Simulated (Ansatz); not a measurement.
# CrW2: the cost of one run

Method: DFT PBE, scalar-relativistic, plane waves, PAW, in Ansatz 0.2.0.

## Step 1: The starting structure

It takes space group P6/mmm (No. 191, hexagonal). Conventional cell: a = 3.527 Å, b = 3.527 Å, c = 3.808 Å, α = 90.00°, β = 90.00°, γ = 120.00°. Cr (site symmetry 6/mmm) is surrounded by 12 W at 2.79 Å. Around W (site symmetry -6m2) lie 3 W at 2.04 Å.

Structure file:

```cif
data_structure
_symmetry_space_group_name_H-M 'P 1'
_symmetry_Int_Tables_number 1
_cell_length_a 3.5269
_cell_length_b 3.5269
_cell_length_c 3.8081
_cell_angle_alpha 90.000
_cell_angle_beta 90.000
_cell_angle_gamma 120.000
_cell_volume 41.02
loop_
_atom_site_label
_atom_site_type_symbol
_atom_site_fract_x
_atom_site_fract_y
_atom_site_fract_z
_atom_site_occupancy
Cr1 Cr 0.00000 0.00000 0.00000 1
W1 W 0.33333 0.66667 0.50000 1
W2 W 0.66667 0.33333 0.50000 1
```

(A quick probe on a coarse mesh, which set the mesh and smearing, is not shown.)

## Step 3: A loose first relaxation

Contents of input.yaml:

```yaml
crystal:
  lattice:
    - [3.5269284227, 0.0, 0.0]
    - [-1.7634642113, 3.0544096114, 0.0]
    - [0.0, 0.0, 3.8081453069]
  atoms:
    - { symbol: Cr, position: [0.0, 0.0, 0.0], spin: 2.71 }
    - { symbol: W, position: [0.3333333333, 0.6666666667, 0.5] }
    - { symbol: W, position: [0.6666666667, 0.3333333333, 0.5] }
basis:
  ecutwfc: 420
kpoints:
  mp_grid: { grid: [6, 6, 4] }
hamiltonian:
  xc: pbe
scf:
  occupations: { method: gaussian, width: 0.1 }
  lower_state_search: "off"
output:
  forces: true
  stress: true
  eigenvalues: true
  populations: true
magnetization:
  spin_polarized: true
relax:
  adjacent_minimum: "off"
  f_tol: 0.04
  max_steps: 70
  cell: { stress_tol: 0.4 }
```

Run with:

```
> ansatz run input.yaml --threads 1 --pin off --max-ram 2560MiB --backend cpu --events-out ev --progress --plain --runs-dir out
```

Q: Estimate wall time and peak memory on 1 thread of Arm Neoverse V2, shared host.

About 81 s, with a peak of 0.4 GiB.
